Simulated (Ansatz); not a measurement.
# Cl₃H₅OSi₂ (built from SMILES O.[SiH3][Si](Cl)(Cl)Cl): search for a transition state

Aim: find the saddle point of a four-centre ligand exchange that is to form Si1–O7, Si2–H6 and break Si1–Si2, H6–O7, prove it by its vibrations, and relax downhill on both sides to see what it joins.

The runs use Ansatz 0.2.0, Gaussian basis; PBE0-D4, def2-SVP first, then def2-TZVP.

153 further runs of the same task are left out: 1 that didn't finish, 152 set aside as unsound or not needed.

### 1 Where the work starts

The guess: 11 atoms, charge 0, spin multiplicity 1.

Atoms are counted from 1 here; the program's logs count them from 0.

Bond lengths: Si1–Cl3 2.048 Å, Si1–Cl4 2.132 Å, Si1–Cl5 2.044 Å, Si1–O7 1.865 Å, Si2–H8 1.458 Å, Si2–H9 1.458 Å, Si2–H10 1.482 Å, H6–O7 1.207 Å, O7–H11 0.982 Å. Angles: Cl3–Si1–Cl4 96.6°, Cl3–Si1–Cl5 111.3°, Cl3–Si1–O7 91.2°, Cl4–Si1–Cl5 99.5°, Cl4–Si1–O7 160.2°, Cl5–Si1–O7 94.5°, H8–Si2–H9 110.3°, H8–Si2–H10 104.7°, H9–Si2–H10 105.4°, Si1–O7–H6 87.6°, Si1–O7–H11 130.7°, H6–O7–H11 140.7°.

Geometry (Å):

```mol
Cl3H5OSi2
  3D, bonds by distance, orders not assigned

 11  9  0  0  0  0  0  0  0  0999 V2000
   -0.7774    0.7911   -0.2757 Si  0  0
    0.5079   -1.2194    0.9235 Si  0  0
   -2.0012    0.9728   -1.9078 Cl  0  0
   -2.3166    0.3710    1.1390 Cl  0  0
   -0.1790    2.6204    0.4125 Cl  0  0
    1.0960   -0.2795   -0.5830 H   0  0
    0.7135    0.5519   -1.3705 O   0  0
    0.5260   -0.7325    2.2975 H   0  0
   -0.4424   -2.3173    0.7876 H   0  0
    1.8440   -1.8271    0.7211 H   0  0
    1.0293    1.0685   -2.1442 H   0  0
  1  3  8  0
  1  4  8  0
  1  5  8  0
  1  7  8  0
  2  8  8  0
  2  9  8  0
  2 10  8  0
  6  7  8  0
  7 11  8  0
M  END
```

Distances that are to change: Si1–O7 1.87 Å, Si2–H6 1.87 Å, Si1–Si2 2.67 Å, H6–O7 1.21 Å.

### 2 Constrained relaxation of the guess

hold/in.yaml

```yaml
crystal:
  periodic: [false, false, false]
  atoms:
    - {symbol: Si, position_ang: [-0.777400, 0.791100, -0.275700]}
    - {symbol: Si, position_ang: [0.507900, -1.219400, 0.923500]}
    - {symbol: Cl, position_ang: [-2.001200, 0.972800, -1.907800]}
    - {symbol: Cl, position_ang: [-2.316600, 0.371000, 1.139000]}
    - {symbol: Cl, position_ang: [-0.179000, 2.620400, 0.412500]}
    - {symbol: H, position_ang: [1.096000, -0.279500, -0.583000]}
    - {symbol: O, position_ang: [0.713500, 0.551900, -1.370500]}
    - {symbol: H, position_ang: [0.526000, -0.732500, 2.297500]}
    - {symbol: H, position_ang: [-0.442400, -2.317300, 0.787600]}
    - {symbol: H, position_ang: [1.844000, -1.827100, 0.721100]}
    - {symbol: H, position_ang: [1.029300, 1.068500, -2.144200]}
basis:
  gaussian: {orbitals: def2-SVP}
hamiltonian: {xc: pbe0, dispersion: d4}
relax: {f_tol: 0.04, max_steps: 150, escape_saddle: false, constraints: [{distance: [0, 6]}, {distance: [1, 5]}, {distance: [0, 1]}, {distance: [5, 6]}]}
```

Command:

```
> ansatz run in.yaml --threads 4 --pin off --events-out ev --progress --plain --max-ram 66560MiB --backend cpu
```

The runs that follow: Force constants to start from; Saddle search in the small basis; Saddle search in triple zeta; Vibrations at the point found; Relaxing after a step of 0.30 Å one way along the mode; Relaxing after a step of 0.30 Å the other way along the mode.

**Question.** What will these runs give? Wanted: imaginary mode; barrier from the start side; barrier from the end side; energy of the step; pairs that change; zero-point energy at the saddle.

As calculated:

```
                       quantity                                                       value
                 imaginary mode                                                  1133i cm⁻¹
    barrier from the start side                                                180.8 kJ/mol
      barrier from the end side                                                260.5 kJ/mol
             energy of the step                                                -79.6 kJ/mol
              pairs that change  Si1–O7 formed, Si2–H6 formed, Si1–Si2 broken, H6–O7 broken
zero-point energy at the saddle                                                    1.369 eV
```

In words: The point has a single imaginary mode (1133i cm⁻¹), as a transition state must. The two relaxations end on the structures that were planned. At PBE0-D4/def2-TZVP the electronic barrier is 180.8 kJ/mol, about 73 kT at 298 K, and the step runs 79.6 kJ/mol downhill. With so stiff a mode tunnelling counts: Wigner's rough correction is a factor of 2.2 at 298 K. A step off the saddle overshot and began above it in energy, so the link to its end is likely but not proven. Lower complexes than these ends may exist.
